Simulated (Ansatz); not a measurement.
# EuTe2: the cost of one run

Program: Ansatz 0.2.0. Level of theory: DFT PBE, scalar-relativistic, plane waves, PAW. These are calculated values, not measurements.

1 further run of the same task is left out (it didn't finish). Runs told in other sessions of the task aren't counted.

## Step 1: The structure to begin with

Symmetry: I4/mcm, No. 140, tetragonal system. The conventional cell has a = 6.908 Å, b = 6.908 Å, c = 8.094 Å, α = 90.00°, β = 90.00°, γ = 90.00°. Eu (site symmetry 422) has 8 Te at 3.33 Å in its first shell of neighbours. Te (site symmetry m2m) is surrounded by 1 Te at 2.86 Å and 4 Eu at 3.33 Å.

Structure file:

```
CELL_PARAMETERS angstrom
6.90799 0.00000 0.00000
0.00000 6.90799 0.00000
0.00000 0.00000 8.09433
ATOMIC_POSITIONS crystal
Eu 0.00000 0.00000 0.75000
Eu 0.00000 0.00000 0.25000
Te 0.14639 0.35361 0.00000
Te 0.35361 0.14639 0.50000
Te 0.64639 0.14639 0.00000
Te 0.85361 0.35361 0.50000
Eu 0.50000 0.50000 0.25000
Eu 0.50000 0.50000 0.75000
Te 0.64639 0.85361 0.50000
Te 0.85361 0.64639 0.00000
Te 0.14639 0.64639 0.50000
Te 0.35361 0.85361 0.00000
```

## Step 2: Volume x 0.980

File input.yaml:

```yaml
crystal:
  lattice:
    - [6.9079894902, 0.0, 0.0]
    - [0.0, 6.9079894902, 0.0]
    - [0.0, 0.0, 8.0943308817]
  atoms:
    - { symbol: Eu, position: [0.0, 0.0, 0.75], spin: 7.48 }
    - { symbol: Eu, position: [0.0, 0.0, 0.25], spin: -7.48 }
    - { symbol: Te, position: [0.1463891018, 0.3536108982, 0.0] }
    - { symbol: Te, position: [0.3536108982, 0.1463891018, 0.5] }
    - { symbol: Te, position: [0.6463891018, 0.1463891018, 0.0] }
    - { symbol: Te, position: [-0.1463891018, 0.3536108982, 0.5] }
    - { symbol: Eu, position: [0.5, 0.5, 1.25], spin: -7.48 }
    - { symbol: Eu, position: [0.5, 0.5, 0.75], spin: 7.48 }
    - { symbol: Te, position: [0.6463891018, 0.8536108982, 0.5] }
    - { symbol: Te, position: [0.8536108982, 0.6463891018, 1.0] }
    - { symbol: Te, position: [1.1463891018, 0.6463891018, 0.5] }
    - { symbol: Te, position: [0.3536108982, 0.8536108982, 1.0] }
basis:
  ecutwfc: 420
  ecutrho_ratio: 4
kpoints:
  mp_grid: { grid: [6, 6, 6] }
hamiltonian:
  xc: pbe
scf:
  occupations: { method: gaussian, width: 0.05 }
output:
  forces: true
  stress: true
  eigenvalues: true
  populations: true
magnetization:
  spin_polarized: true
relax:
  f_tol: 0.01
  max_steps: 40
  cell: { stress_tol: 0.1, fix: [volume] }
```

The run is started by

```sh
ansatz run input.yaml --threads 4 --pin off --max-ram 10240MiB --backend cpu --events-out ev --progress --plain --runs-dir out
```

What time and memory should one allow on 4 threads of Arm Neoverse V1, shared host?

About 5.7 min, with a peak of 3 GiB.
